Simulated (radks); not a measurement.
# Ar¹²⁺ in [He] 2s1 2p2 3p1: an all-electron calculation

An exercise on one series of results from a longer session: the logs are not shown, and one member is left open.

Method: scalar-relativistic Kohn-Sham, PBE, spin-polarised, spherical densities, finite nucleus; open shells are filled with parallel spins first. Code: radks (a radial shooting solver on a logarithmic mesh, Libxc functionals) version 1.

## The atom as given

* element: argon (Z = 18)
* charge: +12
* electrons: 6
* configuration: [He] 2s1 2p2 3p1
* nuclear rms radius: 3.4274 fm

Outer shells as boxes (Hund's rule):

Ar¹²⁺
```
[He] core
2s [↑ ]
2p [↑ ][↑ ][  ]
3p [↑ ][  ][  ]
```

The first run:

Input:

```text
Z 18
configuration [He] 2s1 2p2 3p1
relativity scalar-relativistic
functional pbe,pbe
spin polarised
nucleus finite rms 3.4274 fm
c 137.035999084
```

One table of the session follows, with a row left open; its other results are not shown here.

It belongs to the step «Orbitals and density». From the orbitals of this run (lengths in bohr):

| level | <r> | outermost maximum (interpolated) | 90 % within |
| --- | --- | --- | --- |
| 1s up | 0.08534 | 0.0560 | 0.152 |
| 1s down | 0.08515 | 0.0559 | 0.152 |
| 2s up | 0.3700 | 0.316 | 0.567 |
| 2p up | ? | ? | ? |
| 3p up | 0.8691 | 0.818 | 1.28 |

Estimate the missing values for 2p up.

**Answer.** <r>: 0.3222; outermost maximum (interpolated): 0.254; 90 % within: 0.520. In the column «<r>» it lies between 1s up (0.08534) and 2s up (0.3700).
